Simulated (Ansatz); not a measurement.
# BiAs (zincblende type): how the settings move a single-point run

Question: which choices in the input matter for BiAs (zincblende type)?

Computed with Ansatz 0.2.0 (reference: DFT, PBE, all-electron LAPW, scalar-relativistic, unless a step's input says otherwise).

1 further run of the same task is left out (set aside as unsound or not needed).

**1. Starting point**

Symmetry: I-4m2, No. 119, tetragonal system. Conventional cell: a = 4.778 Å, b = 4.778 Å, c = 6.605 Å, α = 90.00°, β = 90.00°, γ = 90.00°. Around Bi (site symmetry -4m2) lie 4 As at 2.90 Å. Around As (site symmetry -4m2) lie 4 Bi at 2.90 Å.

As a file:

```
CELL_PARAMETERS angstrom
0.00000 3.37829 3.30256
3.37829 0.00000 3.30256
3.37829 3.37829 0.00000
ATOMIC_POSITIONS crystal
Bi 0.00000 0.00000 0.00000
As 0.25000 0.25000 0.25000
```

**2. Reference**

The input, input.yaml:

```yaml
crystal:
  lattice:
    - [0.0, 3.3782855424, 3.3025598772]
    - [3.3782855424, 0.0, 3.3025598772]
    - [3.3782855424, 3.3782855424, 0.0]
  atoms:
    - { symbol: Bi, position: [0.0, 0.0, 0.0] }
    - { symbol: As, position: [0.25, 0.25, 0.25] }
kpoints:
  mp_grid: { grid: [10, 10, 10] }
scf:
  occupations: { method: fermi_dirac, width: 0.03 }
hamiltonian:
  xc: pbe
  pseudopotentials: { kind: all_electron, lapw: { basis_error: 0.001 } }
output:
  forces: true
  stress: true
  eigenvalues: true
```

Command:

```console
$ ansatz run input.yaml --threads 1 --pin off --max-ram 2048MiB --backend cpu --events-out ev --progress --plain --runs-dir out
```

**3. Variant: occupations.method cold, occupations.width 0.2, preconditioner kerker_dos**

input.yaml: that of step 2 with these lines changed.

```diff
@@ -11,3 +11,4 @@
 scf:
-  occupations: { method: fermi_dirac, width: 0.03 }
+  occupations: { method: cold, width: 0.2 }
+  mixing: { preconditioner: kerker_dos }
 hamiltonian:
```

Q: Predict the outcome of this session. Wanted: for each run, ending; energy change; pressure; gap; force.

**Answer**, as computed:

```
                                                                         run     ending        energy change  pressure (GPa)  gap (eV)  force (eV/Å)  cycles  time
                                                                   reference  converged                    0             0.0      0.00          0.00       8  75 s
1: occupations.method cold, occupations.width 0.2, preconditioner kerker_dos  converged  -0.4 meV/atom (σ→0)             0.0      0.00          0.00       9  85 s
```

Residual by cycle in the longest SCF loop of each run; runs are numbered as in the table. The quantity is the density residual dr2, in eV.

```
cycle  reference    run 1
    1      0.958    0.957
    2      0.244   0.0477
    3     0.0116   0.0333
    4     8.8e-4  0.00266
    5     5.2e-4   4.1e-4
    6     2.3e-5   3.5e-5
    7     5.8e-7   8.4e-6
    8     1.4e-9   2.6e-7
    9          -   2.9e-8
```

Changing the smearing and mixing hardly moves the energy: -0.4 meV/atom. Cost: 9 SCF cycles against 8. Semilocal functionals close small gaps, so the missing gap need not be the real solid's.
